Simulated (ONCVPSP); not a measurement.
# Ga: generating and testing an ONCV potential

Task: generate the file, and judge it by its errors in other configurations, its logarithmic derivatives, its ghosts and its cutoff.

Method: ONCVPSP 4.0.1.1 (patched build), PBEsol, scalar-relativistic.

15 further runs of the same task are left out: 3 that didn't finish, 12 set aside as unsound or not needed.

## (1) Starting point

The settings as typed:

| Quantity | Value |
| --- | --- |
| element | gallium (Ga, Z = 31) |
| type | optimised norm-conserving Vanderbilt (ONCV) |
| frozen core | [Ne] |
| valence charge | 21 |
| reference configuration | 3s2 3p6 3d10 4s2 4p1 |
| partial waves | 3s+4s: rc 0.90 bohr, ncon 3, nbas 7, qcut 15.7 1/bohr, 3 projectors, debl 1.6 Ha; 3p+4p: rc 1.10 bohr, ncon 4, nbas 9, qcut 14.7 1/bohr, 2 projectors; 3d: rc 0.80 bohr, ncon 5, nbas 10, qcut 21.9 1/bohr, 2 projectors, debl 2.8 Ha |
| local potential | polynomial inside 0.60 bohr (lpopt 5, dvloc0 1 Ha) |
| core correction | not asked for |

The outer shells as boxes (Hund's rule for the drawing; the calculation is spin-unpolarised):

```
[Ne] core
3s [↑↓]
3p [↑↓][↑↓][↑↓]
3d [↑↓][↑↓][↑↓][↑↓][↑↓]
4s [↑↓]
4p [↑ ][  ][  ]
```

An earlier all-electron run gives the scale for the radii.

All-electron outer shells of the reference configuration (PBEsol, scalar-relativistic, ld1.x):

```json
{"shell": "2s", "level (eV)": "-1261.21", "outermost node (bohr)": "0.07", "outermost maximum (bohr)": "0.18"}
{"shell": "2p", "level (eV)": "-1098.23", "outermost node (bohr)": "–", "outermost maximum (bohr)": "0.15"}
{"shell": "3s", "level (eV)": "-147.78", "outermost node (bohr)": "0.27", "outermost maximum (bohr)": "0.56"}
{"shell": "3p", "level (eV)": "-98.68", "outermost node (bohr)": "0.24", "outermost maximum (bohr)": "0.56"}
{"shell": "3d", "level (eV)": "-19.16", "outermost node (bohr)": "–", "outermost maximum (bohr)": "0.53"}
{"shell": "4s", "level (eV)": "-8.96", "outermost node (bohr)": "0.81", "outermost maximum (bohr)": "1.90"}
{"shell": "4p", "level (eV)": "-2.57", "outermost node (bohr)": "0.87", "outermost maximum (bohr)": "2.53"}
```

## (2) Generating the potential

The input, Ga.dat:

```
# ATOM AND REFERENCE CONFIGURATION
# atsym  z   nc   nv     iexc    psfile
  Ga 31.00    3    5  -116133      upf
#
#   n    l    f
    1    0    2.00
    2    0    2.00
    2    1    6.00
    3    0    2.00
    3    1    6.00
    3    2   10.00
    4    0    2.00
    4    1    1.00
#
# PSEUDOPOTENTIAL AND OPTIMIZATION
# lmax
    2
#
#   l,   rc,      ep,       ncon, nbas, qcut
    0    0.90    0.00    3    7   15.70
    1    1.10    0.00    4    9   14.70
    2    0.80    0.00    5   10   21.90
#
# LOCAL POTENTIAL
# lloc, lpopt,  rc(5),   dvloc0
    4    5    0.60    1.00
#
# VANDERBILT-KLEINMAN-BYLANDER PROJECTORs
# l, nproj, debl
    0    3    1.60
    1    2    1.50
    2    2    2.80
#
# MODEL CORE CHARGE
# icmod, fcfact, rcfact
    0    0.00    0.00
#
# LOG DERIVATIVE ANALYSIS
# epsh1, epsh2, depsh
   -7.00    5.00    0.04
#
# OUTPUT GRID
# rlmax, drl
    6.00    0.01
#
# TEST CONFIGURATIONS
# ncnf
    4
# nvcnf
#   n    l    f
    5
    3    0    2.00
    3    1    6.00
    3    2   10.00
    4    0    2.00
    4    1    0.00
#
    5
    3    0    2.00
    3    1    6.00
    3    2   10.00
    4    0    1.00
    4    1    0.00
#
    5
    3    0    2.00
    3    1    6.00
    3    2   10.00
    4    0    0.00
    4    1    0.00
#
    5
    3    0    2.00
    3    1    6.00
    3    2    9.00
    4    0    2.00
    4    1    1.00
#
```

Launch:

```
$ oncvpsp.x < Ga.dat > Ga.out
```

What does the calculation give? Wanted: cutoffs for 1 and 0.1 mHa per electron, occupied waves; bound ghosts; GHOST(+) flags; largest test error; largest phase difference near zero energy, channels read.

As calculated:

| quantity | value |
| --- | --- |
| cutoffs for 1 and 0.1 mHa per electron, occupied waves | 175 Ha and 199 Ha |
| bound ghosts | none found |
| GHOST(+) flags | none at low energy |
| largest test error (AE − PS) | +1.7 meV, for 3s2 3p6 3d9 4s2 4p1 (1 test unsolved) |
| largest phase difference near zero energy, channels read | 0.000 rad |

What this shows: By total energies transferability is very good where solved: the largest error is 1.7 meV on 27.7 eV, for 3s2 3p6 3d9 4s2 4p1. Of the tests 1 gave no usable energy difference, which is a warning in itself. The potential is very hard: the looser tolerance needs 175 Ha. At the looser tolerance the 3d wave is the slowest; 3s needs 82 Ha. The program's ghost test flags no bound state. Near zero energy the phases of the channels with partial waves agree within 0.001 rad.
